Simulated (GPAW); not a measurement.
Sn3Se:

```
CELL_PARAMETERS angstrom
4.74188 0.00000 0.00000
0.00000 4.74188 0.00000
0.00000 0.00000 4.74188
ATOMIC_POSITIONS crystal
Sn 0.50000 0.50000 0.00000
Sn 0.50000 0.00000 0.50000
Sn 0.00000 0.50000 0.50000
Se 0.00000 0.00000 0.00000
```

The cell comes from a database or a generator and needn't be the stable form of this composition.

| Quantity | Value |
| --- | --- |
| Program | GPAW 26.7.0 |
| Task | relaxation of cell and atoms |
| Functional | PBEsol |
| Dispersion | D4 |
| Potentials or basis | PAW data sets generated in the run's folder for this functional |
| Cutoff | 600 eV |
| Basis | pw |
| k mesh | 6 × 6 × 6 |
| Occupations | fermi-dirac, width 0.05 eV |
| Spin | no spin polarisation |

At the start: pressure -4.3 GPa; volume 26.66 Å³/atom.

**Question.** How do energy, volume and symmetry change on relaxing?

**Answer.** Over 4 steps the energy falls by 31.5 meV/atom and the volume is 24.42 Å³/atom (-8.4 %); space group Pm-3m (No. 221, to 0.05 Å).

Step by step:
```csv
step,energy change (eV),largest force (eV/Å),pressure (GPa),volume (Å³)
1,0.0000,0.0000,-4.26,106.62
2,-0.0206,0.0000,-3.95,105.82
3,-0.1249,0.0000,0.42,96.94
4,-0.1259,0.0000,-0.03,97.69
```

Final structure:
```xyz
4
Lattice="4.6056 0.0000 0.0000 0.0000 4.6056 0.0000 0.0000 0.0000 4.6056" Properties=species:S:1:pos:R:3 pbc="T T T"
Sn    2.3028    2.3028    0.0000
Sn    2.3028    0.0000    2.3028
Sn    0.0000    2.3028    2.3028
Se    0.0000    0.0000    0.0000
```

Caveat: later steps reuse the first step's grids; pairwise dispersion overbinds metals, which lowers pressure and volume.
